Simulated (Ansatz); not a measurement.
# Al2Cl4F2: small, medium and large basis sets

One table from this session's results is given with a row withheld; the runs are named, their logs left out.

Program: Ansatz 0.2.0, Gaussian basis. Level of theory: one geometry, several basis sets. These are calculated values, not measurements.

Plan: PBE0-D4/def2-SVP; ωB97M-V/def2-SVP; PBE0-D4/def2-QZVPP; ωB97M-V/def2-QZVPP; the functionals' def2-TZVPP values are taken from earlier runs.

**The geometry**

The geometry comes from an earlier relaxation with PBE0-D4 in a triple-zeta def2 set; it is a stationary point, not always the lowest conformer.

8 atoms, charge 0, spin multiplicity 1.

Atoms are counted from 1 here; the program's logs count them from 0.

Bond lengths: F1–Al2 1.635 Å, Al2–Cl3 2.070 Å, Al2–Cl4 2.259 Å, Al2–Cl8 2.259 Å, Cl4–Al5 2.259 Å, Al5–F6 1.635 Å, Al5–Cl7 2.070 Å, Al5–Cl8 2.259 Å. Angles: F1–Al2–Cl3 122.0°, F1–Al2–Cl4 108.1°, F1–Al2–Cl8 108.0°, Cl3–Al2–Cl4 111.3°, Cl3–Al2–Cl8 111.3°, Cl4–Al2–Cl8 92.0°, Al2–Cl4–Al5 88.0°, Cl4–Al5–F6 108.1°, Cl4–Al5–Cl7 111.3°, Cl4–Al5–Cl8 92.0°, F6–Al5–Cl7 122.0°, F6–Al5–Cl8 108.0°, Cl7–Al5–Cl8 111.3°, Al2–Cl8–Al5 88.0°.

The first run:

in.yaml

```yaml
crystal:
  periodic: [false, false, false]
  atoms:
    - {symbol: F, position_ang: [2.432495, -0.835637, 0.893944]}
    - {symbol: Al, position_ang: [0.876237, -1.186274, 0.534448]}
    - {symbol: Cl, position_ang: [0.098395, -3.089937, 0.771620]}
    - {symbol: Cl, position_ang: [0.430815, -0.368241, -1.523099]}
    - {symbol: Al, position_ang: [-0.876481, 1.186180, -0.535184]}
    - {symbol: F, position_ang: [-2.434251, 0.841559, -0.893920]}
    - {symbol: Cl, position_ang: [-0.092032, 3.087444, -0.769813]}
    - {symbol: Cl, position_ang: [-0.435178, 0.364897, 1.522003]}
basis:
  gaussian: {orbitals: def2-SVP}
hamiltonian: {xc: pbe0, dispersion: d4}
output: {orbitals: {seedname: orbitals}}
```

Launch:

```console
$ ansatz run in.yaml --threads 4 --pin off --events-out ev --progress --plain --max-ram 11315MiB
```

Among the steps run: PBE0-D4 in def2-SVP; ωB97M-V in def2-SVP; PBE0-D4 in def2-QZVPP; ωB97M-V in def2-QZVPP.

One of the session's tables, all rows but one given; the rest of the session is left out.

It belongs to the step «Density functionals: the series». 

| functional | basis | HOMO (eV) |
| --- | --- | --- |
| PBE0-D4 | def2-SVP | -9.69 |
| PBE0-D4 | def2-TZVPP | ? |
| PBE0-D4 | def2-QZVPP | -9.78 |
| ωB97M-V | def2-SVP | -11.90 |
| ωB97M-V | def2-TZVPP | -12.01 |
| ωB97M-V | def2-QZVPP | -12.05 |

Q: Estimate the row for PBE0-D4, def2-TZVPP from the others.

**Answer.** HOMO (eV): -9.76. In the column «HOMO (eV)» it lies between PBE0-D4, def2-QZVPP (-9.78) and PBE0-D4, def2-SVP (-9.69).
